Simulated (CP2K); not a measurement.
# CH5BN2 (SMILES NB1CN1) at IPEA1-xTB

Aim: the energy change on altering one bond length of CH5BN2 at IPEA1-xTB, from 2 runs. 

The results are computed with CP2K 2026.2.

3 further runs of the same task are left out: 1 that didn't finish, 2 set aside as unsound or not needed.

## Step 1: The structure to begin with

CH5BN2: 9 atoms, total charge 0, spin state singlet. As SMILES, `NB1CN1`. The shape is that of a GFN2-xTB optimisation.

Bond lengths: N1–B2 1.385 Å, B2–C3 1.542 Å, B2–N4 1.371 Å, C3–N4 1.471 Å, N1–H5 1.003 Å, N1–H6 1.004 Å, C3–H7 1.089 Å, C3–H8 1.090 Å, N4–H9 1.000 Å. Some angles: N1–B2–C3 154.6°, N1–B2–N4 145.1°, C3–B2–N4 60.3°, B2–C3–N4 54.1°, B2–N4–C3 65.6°, B2–N1–H5 123.1°, B2–N1–H6 123.0°, B2–C3–H7 124.6°, B2–C3–H8 121.7°, N4–C3–H7 114.6°.

## Step 2: The energy at IPEA1-xTB

Contents of mol.inp:

```
&FORCE_EVAL
 METHOD QUICKSTEP
 &DFT
  &QS
   METHOD XTB
   EPS_DEFAULT 1.0E-10
   &XTB
    GFN_TYPE TBLITE
    &TBLITE
     METHOD IPEA1
    &END TBLITE
    CHECK_ATOMIC_CHARGES F
   &END XTB
  &END QS
  &POISSON
   PERIODIC NONE
   POISSON_SOLVER ANALYTIC
  &END POISSON
  &SCF
   SCF_GUESS ATOMIC
   EPS_SCF 1.0E-06
   MAX_SCF 150
   ADDED_MOS 2
   &DIAGONALIZATION
    ALGORITHM STANDARD
   &END DIAGONALIZATION
   &MIXING
    METHOD DIRECT_P_MIXING
    ALPHA 0.4
   &END MIXING
   &SMEAR ON
    METHOD FERMI_DIRAC
    ELECTRONIC_TEMPERATURE [K] 300
   &END SMEAR
  &END SCF
  &PRINT
   &MOMENTS
    PERIODIC F
    REFERENCE COM
    MAX_MOMENT 1
   &END MOMENTS
   &MO ON
    ENERGIES T
    OCCUPATION_NUMBERS T
    NDIGITS 6
    &EACH
     QS_SCF 0
    &END EACH
    ADD_LAST NUMERIC
   &END MO
   &HIRSHFELD OFF
   &END HIRSHFELD
  &END PRINT
 &END DFT
 &SUBSYS
  &CELL
   ABC 19.1 19.9 20
   PERIODIC NONE
  &END CELL
  &COORD
   UNIT bohr
   N     -1.2213867     2.2886473    -1.8435034
   B     -0.2999184     0.3966913    -0.2861423
   C      1.3912542    -1.8856254     0.3646605
   N     -0.4548571    -0.6860840     2.0621825
   H     -0.7752412     2.4252556    -3.6812054
   H     -2.5374675     3.5375673    -1.2870736
   H      0.9604722    -3.8360495    -0.1275376
   H      3.3809846    -1.6571953     0.8493941
   H     -0.4438211    -0.5832262     3.9492063
  &END COORD
  &TOPOLOGY
   &CENTER_COORDINATES
   &END CENTER_COORDINATES
  &END TOPOLOGY
 &END SUBSYS
&END FORCE_EVAL
&GLOBAL
 PROJECT_NAME mol
 RUN_TYPE ENERGY
 PRINT_LEVEL MEDIUM
&END GLOBAL
```

Started as:

```console
$ OMP_NUM_THREADS=1 cp2k.psmp -i mol.inp > mol.out 2>&1
```

Log:

```text
CP2K| version string:                                       CP2K version 2026.2
[...]
 GLOBAL| Method name                                                        CP2K
[...]
 GLOBAL| Run type                                                         ENERGY
[...]
                             - Atoms:                                          9
[...]
                             - Spherical basis functions:                     30
[...]
 Number of electrons:                                                         22
[...]
  *** SCF run converged in    15 steps ***
[...]
  Fermi energy:                                                -0.27152549581232
[...]
 TB_DIPOLE| Moment [Debye]         -0.36011808       1.18187347      -0.55469552
 TB_DIPOLE| Derivative [a.u.]       0.00000000       0.00000000       0.00000000
[...]
 ENERGY| Total FORCE_EVAL ( QS ) energy [hartree]            -14.420840669126624
[...]
```

Run time: 0.42 s. Hardware: 1 thread of Arm Neoverse N1, shared host; peak memory 0.14 GiB.

## Step 3: The distorted shape at the same level

Contents of run.inp:

```
&GLOBAL
  PROJECT run
  RUN_TYPE ENERGY
  PRINT_LEVEL MEDIUM
&END GLOBAL
&FORCE_EVAL
  METHOD QUICKSTEP
  &DFT
    CHARGE 0
    MULTIPLICITY 1
    &QS
      METHOD XTB
      EPS_DEFAULT 1.0E-10
      &XTB
        GFN_TYPE TBLITE
        &TBLITE
          METHOD IPEA1
        &END TBLITE
        CHECK_ATOMIC_CHARGES F
      &END XTB
    &END QS
    &POISSON
      PERIODIC NONE
      POISSON_SOLVER ANALYTIC
    &END POISSON
    &SCF
      SCF_GUESS ATOMIC
      EPS_SCF 1.0E-06
      MAX_SCF 150
      ADDED_MOS 2
      &DIAGONALIZATION
        ALGORITHM STANDARD
      &END DIAGONALIZATION
      &MIXING
        METHOD DIRECT_P_MIXING
        ALPHA 0.4
      &END MIXING
      &SMEAR ON
        METHOD FERMI_DIRAC
        ELECTRONIC_TEMPERATURE [K] 300
      &END SMEAR
    &END SCF
    &PRINT
      &MOMENTS
        PERIODIC F
        REFERENCE COM
        MAX_MOMENT 1
      &END MOMENTS
      &MO ON
        ENERGIES T
        OCCUPATION_NUMBERS T
        NDIGITS 6
        &EACH
          QS_SCF 0
        &END EACH
        ADD_LAST NUMERIC
      &END MO
      &HIRSHFELD OFF
      &END HIRSHFELD
    &END PRINT
  &END DFT
  &SUBSYS
    &CELL
      ABC [angstrom] 19 19.9 20
      PERIODIC NONE
    &END CELL
    &COORD
      UNIT bohr
      N     -1.0224288     2.3114884    -1.7950338
      B     -0.1009605     0.4195324    -0.2376727
      C      1.5902121    -1.8627843     0.4131300
      N     -0.2558992    -0.6632428     2.1106521
      H     -0.5762833     2.4480967    -3.6327358
      H     -2.3385096     3.5604084    -1.2386040
      H      1.1594301    -3.8132084    -0.0790680
      H      3.3809846    -1.6571953     0.8493941
      H     -0.2448632    -0.5603851     3.9976759
    &END COORD
    &TOPOLOGY
      &CENTER_COORDINATES
      &END CENTER_COORDINATES
    &END TOPOLOGY
  &END SUBSYS
&END FORCE_EVAL
```

Started as:

```console
$ OMP_NUM_THREADS=1 cp2k.psmp -i run.inp -o run.out
```

Log:

```text
CP2K| version string:                                       CP2K version 2026.2
[...]
 GLOBAL| Method name                                                        CP2K
[...]
 GLOBAL| Run type                                                         ENERGY
[...]
                             - Atoms:                                          9
[...]
                             - Spherical basis functions:                     30
[...]
 Number of electrons:                                                         22
[...]
  *** SCF run converged in    15 steps ***
[...]
  Fermi energy:                                                -0.27194262053933
[...]
 TB_DIPOLE| Moment [Debye]         -0.30659016       1.17070282      -0.54747291
 TB_DIPOLE| Derivative [a.u.]       0.00000000       0.00000000       0.00000000
[...]
 ENERGY| Total FORCE_EVAL ( QS ) energy [hartree]            -14.408785879483863
[...]
```

Wall time 0.42 s (1 thread of Arm Neoverse N1, shared host); peak memory 0.14 GiB.

## Step 4: Results

Level: IPEA1-xTB.

```
                                                         quantity         value
                                        first shape: total energy  -14.42084 Eh
           first shape: dipole moment (from atomic charges alone)        1.35 D
                                         first shape: HOMO energy     -11.08 eV
                                         first shape: LUMO energy      -6.49 eV
                                       first shape: HOMO–LUMO gap       4.59 eV
                                    distorted shape: total energy  -14.40879 Eh
       distorted shape: dipole moment (from atomic charges alone)        1.33 D
                                     distorted shape: HOMO energy     -11.05 eV
                                     distorted shape: LUMO energy      -6.50 eV
                                   distorted shape: HOMO–LUMO gap       4.54 eV
energy change with the C3–H8 bond shortened from 1.090 to 0.981 Å      0.328 eV
```

**Reading.** With the C3–H8 bond shortened from 1.090 to 0.981 Å the energy rises by 0.33 eV (31.6 kJ/mol). The first shape isn't relaxed at this level, so the change isn't measured from a minimum. The dipole (first shape) comes from point charges on the atoms alone, without atomic dipoles, so it is partial. The dipole (distorted shape) comes from point charges on the atoms alone, without atomic dipoles, so it is partial.
